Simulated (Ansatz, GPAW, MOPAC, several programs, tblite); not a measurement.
# What each method gives for ZrSeTe (Janus 1T monolayer)

ZrSeTe as a Janus 1T monolayer, relaxed with r2SCAN in Ansatz, was computed with several methods. In-plane lattice: a = 3.922 Å, b = 3.922 Å, γ = 120.0°; thickness between the outer nuclei 3.30 Å. Zr has 3 Se at 2.69 Å and 3 Te at 2.92 Å; Se has 3 Zr at 2.69 Å; Te has 3 Zr at 2.92 Å. All values are calculated for a non-magnetic cell, which may be hypothetical.

```
Zr Se Te
1.0
     3.92204    0.00000    0.00000
    -1.96102    3.39659    0.00000
     0.00000    0.00000   31.08631
Zr Se Te
1 1 1
Direct
  0.00000 0.00000 0.29377
  0.33333 0.66667 0.34047
  0.66667 0.33333 0.23431
```
Two periodic directions, a and b.

Gaps and times are for a single point on this cell. Times are rough, from shared hosts (Arm Neoverse V1), and each method has its own mesh and cell size. PM6 (MOPAC): levels, charges or heat of formation failed a check of plausibility, so no values are given. PM6 (MOPAC), PM7 (MOPAC), GFN1-xTB (tblite), GFN2-xTB (tblite) treat a cluster of cells at its zone centre, which samples few k points: where these miss a band edge, the gap comes out too large for that reason alone. Gaps from k meshes are read at a limited set of points (mesh, symmetry points, PBE's band edges), so each method's own least gap may be somewhat smaller. xTB and the PM methods were fitted mostly to molecules, and can miss a solid's gap by electronvolts. Minimal bases can be far off for gaps. d marks a direct gap, i an indirect one (no mark: not told apart), a dash a value that wasn't computed or didn't pass its checks.

| method | kind | gap (eV) | atoms computed | processor time |
| --- | --- | --- | --- | --- |
| GFN1-xTB (tblite) | tight binding | 0.16 | 27 | 1.1 s |
| GFN2-xTB (tblite) | tight binding | 0.43 | 27 | 1.4 s |
| PM7 (MOPAC) | semi-empirical | 4.73 | 27 | 3 s |
| PM6 (MOPAC) | semi-empirical | – | 27 | 4.3 s |
| light PBE (260 eV and a coarse mesh) | light plane-wave | overlap 0.01 | 3 | 5.8 s |
| PBE/single zeta (GPAW) | small basis | 0.09 i | 3 | 14 s |
| PBE | semilocal | overlap 0.02 | 3 | 26 s |
| r2SCAN | semilocal | 0.21 i | 3 | 67 s |

Against r2SCAN (0.21 eV) and with closed or daggered gaps left aside, the nearest gap at the points sampled is that of GFN1-xTB (tblite) (-0.05 eV) and the farthest that of PM7 (MOPAC) (+4.52 eV). r2SCAN is only a yardstick of convenience: semilocal gaps usually lie below measured ones, which GLLB-SC and hybrids aim to mend.

With PBE the bands overlap or touch, or nearly. Semilocal functionals can close a real gap, so this doesn't show a metal; small gaps of other methods may in turn close between the points read or with spin-orbit coupling, and the solid may be a semimetal.

Spin-orbit coupling is left out, which matters wherever the heavy atoms make up the band edges.
